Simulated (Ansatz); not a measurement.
Consider a ranking of structure types by relaxed energy of TiAu on several prototypes (the Python package of Ansatz (0.2.0)).

`prototypes.py`:
```python
'''Structural preference of TiAu among simple prototypes.'''

import warnings

import ansatz
import numpy as np
import spglib


def rocksalt(a_site, b_site, a):
    return ansatz.Crystal.rocksalt(a_site, b_site, a=a)


def wurtzite(A, B, a):
    return (
        ansatz.Lattice.from_parameters(a, a, 1.633 * a, alpha=90, beta=90, gamma=120)
        .space_group(186)
        .atom(A, (1 / 3, 2 / 3, 0))
        .atom(B, (1 / 3, 2 / 3, 0.375))
    )


def cscl(a_site, b_site, a):
    return (
        ansatz.Lattice.cubic(a)
        .space_group(221)
        .atom(a_site, (0, 0, 0))
        .atom(b_site, (0.5, 0.5, 0.5))
    )


def ground_state(name, crystal, relax=True):
    calc = (
        crystal.calculation()
        .basis(510)
        .functional(ansatz.Functional.PBESOL)
        .scf(tolerance=1e-08)
        .kpoints(spacing=0.27)
        .occupations('gaussian', width=0.1)
        .stress()
        .band_table()
    )
    if relax:
        calc = calc.relax(force_tolerance=0.03, cell=True)
    return calc.run()

def bulk_modulus(name, outcome, step=0.02):
    # B = -V dP/dV from the pressures of two uniformly scaled cells, atoms held at their fractions
    pressure = []
    for factor in (1 - step, 1.0, 1 + step):
        cell = ansatz.Crystal(lattice=ansatz.Lattice.of(outcome.lattice.cell_ang * factor ** (1 / 3)))
        for site in outcome.report['lattice']['sites']:
            cell = cell.atom(site['symbol'], site['position_frac'])
        pressure.append(np.trace(ground_state(name, cell, relax=False).report['stress_gpa']) / 3)
    slope, bend = (pressure[0] - pressure[2]) / (2 * step), abs(pressure[0] + pressure[2] - 2 * pressure[1])
    # a jump of mesh or basis between the cells shows as a kink: no modulus then
    return float(slope) if bend < 12 * step**2 * abs(slope) + 0.15 and abs(pressure[1]) < 1.5 else float('nan')


def space_group(outcome):
    sites = outcome.report['lattice']['sites']
    kinds = sorted({site['symbol'] for site in sites})
    cell = (outcome.lattice.cell_ang, [site['position_frac'] for site in sites], [kinds.index(site['symbol']) for site in sites])
    return spglib.get_spacegroup(cell, symprec=0.01)


def pressure_gpa(outcome):
    return float(np.trace(outcome.report['stress_gpa']) / 3)


def volume_per_atom(outcome):
    return abs(np.linalg.det(outcome.lattice.cell_ang)) / len(outcome.lattice.sites)

# starting lattice constants are rough guesses; the relaxation finds the rest
warnings.simplefilter('ignore')

phases = {}
phases['rocksalt'] = rocksalt('Ti', 'Au', 5.29)
phases['wurtzite'] = wurtzite('Ti', 'Au', 4.0)
phases['CsCl'] = cscl('Ti', 'Au', 3.25)

done = {}
for name, crystal in phases.items():
    done[name] = ground_state(name, crystal)
    print(f'{name}: {done[name].report["energy_sigma0_ev"]:.4f} eV, {len(done[name].lattice.sites)} atoms')

energy = {name: o.report['energy_sigma0_ev'] / len(o.lattice.sites) for name, o in done.items()}
lowest = min(energy.values())
rows = [(name, len(o.lattice.sites), 1000 * (energy[name] - lowest), space_group(o), pressure_gpa(o), volume_per_atom(o), bulk_modulus(name, o)) for name, o in done.items()]
rows.sort(key=lambda row: row[2])
print('     phase       atoms  dE (meV/atom)  space group     P (GPa)  V (A^3/atom)     B (GPa)')
for row in rows:
    print(f'{str(row[0]):>10}  {row[1]:10d}  {row[2]:13.1f}  {str(row[3]):>11}  {row[4]:10.2f}  {row[5]:12.3f}  {row[6]:10.0f}')
print('lowest in energy:', rows[0][0])
```

Which of these structures comes out lowest, and how far apart are they?

By space group at the end of each run: Pm-3m (+0 meV an atom, 16.6 Å³), Fm-3m (+371 meV an atom, 18.7 Å³) and P6_3/mmc (+674 meV an atom, 22.3 Å³).

What the script printed:

Running `python prototypes.py` prints:
```text
rocksalt: -15480.9303 eV, 2 atoms
wurtzite: -30960.6482 eV, 4 atoms
CsCl: -15481.6722 eV, 2 atoms
     phase       atoms  dE (meV/atom)  space group     P (GPa)  V (A^3/atom)     B (GPa)
      CsCl           2            0.0  Pm-3m (221)        0.02        16.647         160
  rocksalt           2          370.9  Fm-3m (225)       -0.01        18.652         127
  wurtzite           4          674.0  P6_3/mmc (194)        0.03        22.261          99
lowest in energy: CsCl
```

Reading the output:
- Absolute energies stand on the zero of these potentials, so only differences at equal settings mean something.
- The program warned that this SCF threshold is loose for forces or stresses.
- Pressure is positive in compression.
- Spin-orbit coupling, which matters for elements this heavy, is left out.
- The cells are built on prototypes, so most aren't the phase found in nature. Rows bear the name of their start, and a relaxation keeps or raises the symmetry. Differences under about 40 meV an atom lie within the error of mesh and functional.
- The script silences warnings, which a real study should read.
- Run time: 3.3 min on 1 thread of Arm Neoverse V1 (shared host), peak memory 0.5 GiB.
